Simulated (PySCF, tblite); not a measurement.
# BGeH₅O₃, a small molecule taken as a stand-in for a surface group (germyl): NMR shifts, core binding energies and electronic excitations, part 2 of 2

tblite 0.8.0 and PySCF 2.14.0. Atoms count from 0, parts from 1. The steps go on from the part before.

## 5. Core holes by ΔSCF: SCAN, X2C

Job settings and geometry (Å):

```
{"job": {"kind": "xps", "holes": 5}, "charge": 0, "multiplicity": 1}
Ge     1.737973    -0.245356    -0.052533
O      0.270038     0.790403    -0.077395
B     -0.988702     0.280688     0.013343
O     -2.080323     1.101482    -0.004943
O     -1.163485    -1.070800     0.126026
H      2.896291     0.755192    -0.175796
H      1.698049    -1.203404    -1.252844
H      1.795376    -1.003732     1.282280
H     -1.814563     2.022581    -0.087372
H     -2.093164    -1.310374     0.182848
```

With the program's defaults for keys left out, this is: delta-SCF UKS SCAN, pcX-2 on the ionised atom, pcseg-1 elsewhere, spin-free X2C.

Standard output:

```text
ground state, core basis on atom 1 (O), 139 functions
  cycle   1  E = -2347.49897885  |g| = 1.13e+00
  cycle   2  E = -2346.91373154  |g| = 2.06e+00
  cycle   3  E = -2347.70472244  |g| = 3.11e-01
  cycle   4  E = -2347.72132615  |g| = 1.11e-01
  cycle   5  E = -2347.72346908  |g| = 1.15e-02
  cycle   6  E = -2347.72349379  |g| = 3.70e-03
  cycle   7  E = -2347.72349752  |g| = 1.29e-03
  cycle   8  E = -2347.72350118  |g| = 2.68e-04
  E(ground) = -2347.86266792 Eh
hole in O 1s of atom 1
  cycle   1  E = -2327.12857426  |g| = 2.23e+00
  cycle   2  E = -2326.65388045  |g| = 2.23e+00
  cycle   3  E = -2327.88956298  |g| = 4.64e-01
  cycle   4  E = -2327.91871688  |g| = 3.32e-01
  cycle   5  E = -2327.95863565  |g| = 5.23e-02
  cycle   6  E = -2327.95939117  |g| = 2.60e-02
  cycle   7  E = -2327.95963190  |g| = 7.82e-03
  cycle   8  E = -2327.95965458  |g| = 1.70e-03
  cycle   9  E = -2327.95965549  |g| = 5.10e-04
  cycle  10  E = -2327.95965749  |g| = 1.27e-04
  E(ion) = -2328.09975069 Eh   <S^2> = 0.7621   hole on atom = 1.000   binding energy = 537.776 eV
ground state, core basis on atom 2 (B), 139 functions
  cycle   1  E = -2347.69015748  |g| = 1.15e-01
  cycle   2  E = -2347.68464252  |g| = 2.02e-01
  cycle   3  E = -2347.69213748  |g| = 2.32e-02
  cycle   4  E = -2347.69221923  |g| = 1.23e-02
  cycle   5  E = -2347.69224893  |g| = 2.81e-03
  cycle   6  E = -2347.69225048  |g| = 3.54e-04
  E(ground) = -2347.83603011 Eh
hole in B 1s of atom 2
  cycle   1  E = -2340.03807447  |g| = 1.18e+00
  cycle   2  E = -2338.71719139  |g| = 1.83e+00
  cycle   3  E = -2340.34424501  |g| = 3.43e-01
  cycle   4  E = -2340.40117352  |g| = 1.89e-01
  cycle   5  E = -2340.40844754  |g| = 1.35e-01
  cycle   6  E = -2340.41557057  |g| = 2.15e-02
  cycle   7  E = -2340.41568373  |g| = 1.56e-02
  cycle   8  E = -2340.41576382  |g| = 6.88e-03
  cycle   9  E = -2340.41578484  |g| = 1.34e-03
  cycle  10  E = -2340.41578745  |g| = 8.93e-04
  cycle  11  E = -2340.41578905  |g| = 3.79e-04
  E(ion) = -2340.55975965 Eh   <S^2> = 0.7679   hole on atom = 1.000   binding energy = 197.997 eV
ground state, core basis on atom 3 (O), 139 functions
  cycle   1  E = -2347.71945685  |g| = 9.91e-02
  cycle   2  E = -2347.71884117  |g| = 7.27e-02
  cycle   3  E = -2347.71920485  |g| = 5.57e-02
  cycle   4  E = -2347.71971412  |g| = 4.88e-03
  cycle   5  E = -2347.71971999  |g| = 1.06e-03
  cycle   6  E = -2347.71972031  |g| = 3.59e-04
  E(ground) = -2347.86041086 Eh
hole in O 1s of atom 3
  cycle   1  E = -2327.11239562  |g| = 2.21e+00
  cycle   2  E = -2325.89703507  |g| = 2.41e+00
  cycle   3  E = -2327.77440882  |g| = 5.61e-01
  cycle   4  E = -2327.85158123  |g| = 3.92e-01
  cycle   5  E = -2327.90539609  |g| = 1.11e-01
  cycle   6  E = -2327.90974107  |g| = 3.12e-02
  cycle   7  E = -2327.91004313  |g| = 1.73e-02
  cycle   8  E = -2327.91014926  |g| = 6.00e-03
  cycle   9  E = -2327.91016554  |g| = 1.07e-03
  cycle  10  E = -2327.91016769  |g| = 3.27e-04
  E(ion) = -2328.05181126 Eh   <S^2> = 0.7609   hole on atom = 1.000   binding energy = 539.019 eV
ground state, core basis on atom 4 (O), 139 functions
  cycle   1  E = -2347.71963520  |g| = 1.13e-01
  cycle   2  E = -2347.71767230  |g| = 1.25e-01
  cycle   3  E = -2347.72012589  |g| = 4.42e-02
  cycle   4  E = -2347.72046495  |g| = 6.20e-03
  cycle   5  E = -2347.72047056  |g| = 1.23e-03
  cycle   6  E = -2347.72047067  |g| = 1.33e-04
  E(ground) = -2347.86075279 Eh
hole in O 1s of atom 4
  cycle   1  E = -2327.11113935  |g| = 2.22e+00
  cycle   2  E = -2326.82989777  |g| = 2.09e+00
  cycle   3  E = -2327.84970127  |g| = 4.37e-01
  cycle   4  E = -2327.85482510  |g| = 3.76e-01
  cycle   5  E = -2327.90729618  |g| = 5.72e-02
  cycle   6  E = -2327.90773485  |g| = 4.67e-02
  cycle   7  E = -2327.90856044  |g| = 3.67e-03
  cycle   8  E = -2327.90856898  |g| = 1.03e-03
  cycle   9  E = -2327.90856575  |g| = 3.11e-04
  E(ion) = -2328.04978558 Eh   <S^2> = 0.7607   hole on atom = 1.000   binding energy = 539.084 eV
```

It took 18 s on 1 thread of Arm Neoverse V2, shared host; peak memory 0.46 GiB.

Binding energies by hole, beside the orbital energy of the ground state; the difference holds orbital relaxation and, for a density functional, its self-interaction error:

| hole | stands for | environment | ΔSCF (eV) | −ε (eV) | ⟨S²⟩ |
| --- | --- | --- | --- | --- | --- |
| O1s on O1 | O1 | oxygen bonded to B, Ge | 537.78 | 516.4 | 0.762 |
| B1s on B2 | B2 | boron bonded to 3 O | 198.00 | 181.4 | 0.768 |
| O1s on O3 | O3 | oxygen bonded to B, H | 539.02 | 516.7 | 0.761 |
| O1s on O4 | O4 | oxygen bonded to B, H | 539.08 | 516.8 | 0.761 |

## 6. Excited states and response: CAM-B3LYP/def2-SVPD

The job, as its differences from that of step 5:

```diff
@@ -1,2 +1,2 @@
-{"job": {"kind": "xps", "holes": 5}, "charge": 0, "multiplicity": 1}
+{"job": {"kind": "uv", "xc": "CAM-B3LYP", "basis": "def2-SVPD", "nstates": 6, "ntriplets": 2, "ip": true}, "charge": 0, "multiplicity": 1}
 Ge     1.737973    -0.245356    -0.052533
```

Method: TDDFT CAM-B3LYP/def2-SVPD, vertical, gas phase, core orbitals frozen in the response.

Standard output:

```text
coarse grid: 40496 points
cycle   1  E = -2330.1118369552  dE =  5.017e-03  |g| = 1.079e+00  |ddm| = 4.062e+00
cycle   2  E = -2330.0087622775  dE =  1.031e-01  |g| = 1.349e+00  |ddm| = 2.697e+00
cycle   3  E = -2330.3176096922  dE = -3.088e-01  |g| = 9.913e-02  |ddm| = 1.478e+00
cycle   4  E = -2330.3188689028  dE = -1.259e-03  |g| = 5.719e-02  |ddm| = 1.485e-01
cycle   5  E = -2330.3194398352  dE = -5.709e-04  |g| = 8.945e-03  |ddm| = 5.001e-02
cycle   6  E = -2330.3194528199  dE = -1.298e-05  |g| = 3.604e-03  |ddm| = 1.222e-02
cycle   7  E = -2330.3194542537  dE = -1.434e-06  |g| = 4.540e-04  |ddm| = 3.469e-03
final grid: 84736 points
cycle   8  E = -2330.3194464568  dE = -3.146e-08  |g| = 4.076e-04  |ddm| = 2.607e-03
cycle   9  E = -2330.3194464504  dE =  6.417e-09  |g| = 4.657e-04  |ddm| = 8.025e-04
cycle  10  E = -2330.3194464828  dE = -3.234e-08  |g| = 3.527e-05  |ddm| = 3.914e-04
cycle  11  E = -2330.3194464830  dE = -2.215e-10  |g| = 1.061e-05  |ddm| = 3.918e-05
converged SCF energy = -2330.3194464830

Static polarisability (au): isotropic 55.295, principal 47.911 54.920 63.055

Singlet excitations
state   eV       nm        f      main configurations
  1   7.4673    166.0   0.00059   H->L 0.75, H->L+2 0.09, H->L+1 0.09
  2   7.8841    157.3   0.02879   H-1->L 0.64, H-1->L+2 0.16, H-1->L+1 0.14
  3   8.0613    153.8   0.00405   H-2->L 0.78
  4   8.2281    150.7   0.06941   H->L+1 0.68, H->L 0.11
  5   8.5515    145.0   0.05527   H-1->L+1 0.71, H-1->L 0.13, H-3->L 0.08
  6   8.6396    143.5   0.01747   H->L+2 0.41, H-4->L 0.25, H->L+1 0.10

Triplet excitations (Tamm-Dancoff, eV): 7.1418 7.4746
Vertical ionisation energy (delta-SCF) = 11.1638 eV
```

Wall time 1.7 min (1 thread of Arm Neoverse V2, shared host); peak memory 0.86 GiB.

Frontier orbitals and where they lie:

| orbital | eV | atoms |
| --- | --- | --- |
| HOMO−3 | -11.54 | O1 28 %, O3 28 %, Ge0 18 % |
| HOMO−2 | -10.92 | O4 50 %, O3 35 %, B2 8 % |
| HOMO−1 | -10.64 | O1 33 %, Ge0 27 %, H5 17 % |
| HOMO | -10.25 | O1 41 %, Ge0 18 %, H6 11 % |
| LUMO | 0.42 | B2 44 %, Ge0 13 %, O4 8 % |
| LUMO+1 | 0.94 | Ge0 53 %, H5 12 %, H6 12 % |
| LUMO+2 | 1.56 | Ge0 36 %, O4 11 %, O3 10 % |

With each of the 6 states as a Gaussian band of 0.4 eV half-width at 1/e, the curve within the window shown has maxima at 149 nm (ε 5,100) L/(mol cm). Beyond the last state computed it falls off for lack of states. The curve at chosen wavelengths:

```json
{"nm": "139", "ε (L/mol/cm)": "1397"}
{"nm": "141", "ε (L/mol/cm)": "2391"}
{"nm": "142", "ε (L/mol/cm)": "2933"}
{"nm": "144", "ε (L/mol/cm)": "3953"}
{"nm": "146", "ε (L/mol/cm)": "4708"}
{"nm": "147", "ε (L/mol/cm)": "4944"}
{"nm": "149", "ε (L/mol/cm)": "5113"}
{"nm": "150", "ε (L/mol/cm)": "5055"}
{"nm": "152", "ε (L/mol/cm)": "4700"}
{"nm": "154", "ε (L/mol/cm)": "4110"}
{"nm": "155", "ε (L/mol/cm)": "3761"}
{"nm": "157", "ε (L/mol/cm)": "3019"}
{"nm": "159", "ε (L/mol/cm)": "2293"}
{"nm": "160", "ε (L/mol/cm)": "1957"}
{"nm": "162", "ε (L/mol/cm)": "1366"}
{"nm": "164", "ε (L/mol/cm)": "900"}
{"nm": "165", "ε (L/mol/cm)": "715"}
{"nm": "167", "ε (L/mol/cm)": "432"}
{"nm": "169", "ε (L/mol/cm)": "247"}
{"nm": "170", "ε (L/mol/cm)": "184"}
{"nm": "172", "ε (L/mol/cm)": "98"}
{"nm": "173", "ε (L/mol/cm)": "71"}
{"nm": "175", "ε (L/mol/cm)": "36"}
{"nm": "177", "ε (L/mol/cm)": "18"}
{"nm": "178", "ε (L/mol/cm)": "12"}
{"nm": "180", "ε (L/mol/cm)": "6"}
```

Further results of this job:

| property | computed |
| --- | --- |
| dipole moment (D) | 0.40 |
| polarisability (Å³) | 8.19 |
| HOMO–LUMO gap (eV) | 10.67 |
| −ε(HOMO) (eV) | 10.25 |

## 7. Outcome

This closing draws on all 2 parts.

```
                                                              quantity                               value
                                                           point group                                  Cs
                                  rotational constants (main isotopes)                9.00, 1.56, 1.36 GHz
¹H shifts against TMS (PBE0/pcSseg-2, means over atoms taken as alike)          5.21, 4.92, 2.88, 2.81 ppm
                             ⁷³Ge shifts against GeMe4 (PBE0/pcSseg-2)                             -87 ppm
                                ¹⁷O shifts against H2O (PBE0/pcSseg-2)                82.9, 77.4, 56.2 ppm
                           ¹¹B shifts against BF3·OEt2 (PBE0/pcSseg-2)                            18.1 ppm
                                 surface potential, 1st and 99th percentile                  -1.14 V and 2.35 V
                                      O1s binding energies, SCAN/pcX-2  O4 539.08, O3 539.02, O1 537.78 eV
                                      B1s binding energies, SCAN/pcX-2                        B2 198.00 eV
                                  lowest singlet (CAM-B3LYP/def2-SVPD)         7.47 eV (166 nm), f = 0.001
                              brightest single state of those computed         state 4, 8.23 eV, f = 0.069
                                                        lowest triplet                             7.14 eV
                                     vertical ionisation energy (ΔSCF)                            11.16 eV
```

**Reading.** The optimisation took 5 steps and gained 0.201 eV; among the close pairs (by a distance rule), Ge0–H7 changed most, from 1.472 to 1.536 Å (PBE0/def2-SVP). At PBE0/pcSseg-2: Shielding is most anisotropic at Ge0 (span 296 ppm, paramagnetic term -1330 ppm). The O1s levels kept as sound span 1.31 eV, from O1 (oxygen bonded to B, Ge) up to O4 (oxygen bonded to B, H). The lowest singlet, at 7.47 eV, is HOMO→LUMO 0.75, HOMO→LUMO+2 0.09 and is dark; of the 6 states computed, the strongest absorption comes from state 4 at 8.23 eV. The lowest triplet lies 0.33 eV below the lowest singlet (triplets in Tamm-Dancoff, singlets in full TDDFT). ΔSCF puts the ionisation energy at 11.16 eV, 0.92 eV above −ε(HOMO). Spin-orbit coupling is left out, which matters for shieldings and couplings at and beside the heavy atoms.
